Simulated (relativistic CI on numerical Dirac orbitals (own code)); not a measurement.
# Mn: the cost of one run

The numbers are computed with relativistic CI on numerical Dirac orbitals (own code) version 3 (charge-transfer multiplet model of a cubic metal-ligand cluster with up to 1 ligand holes, Slater and spin-orbit integrals from Dirac-Coulomb-Breit ions, Slater integrals scaled by 0.8), except any that are marked as measured or tabulated.

## (1) Starting point

| Item | Value |
| --- | --- |
| ion | Mn⁴⁺ (Mn V) |
| nuclear charge | 25 |
| electrons | 21 |
| d electrons | 3 |
| ligand holes at most | 1 |
| parameters | in eV; Veg, Vt2g hoppings, tenDq and tenDqL metal and ligand splittings (negative tenDq: tetrahedral), red the scaling of hopping with a core hole |
| temperature | 300 K |
| widths | Lorentz 0.6 eV, Gauss 0.8 eV |

## (2) Delta = -1 eV

Input settings:

```ini
cluster ion=Mn4+ d3 ligand_holes=1 slater_scale=0.8
Delta=-1 Udd=5.6 Upd=7.1 tenDq=0.55 tenDqL=1 Veg=1.4 Vt2g=-0.76 red=1
spectrum xps 2p T=300 lorentz=0.6 gauss=0.8
```

Command:

```console
$ python run_levels.py task.json out
```

task.json lists these runs, among others, and the program works through them in turn.

What time and memory should one allow on 1 thread of Neoverse-V1, shared host?

About 3.5 s, with a peak of 0.21 GiB.
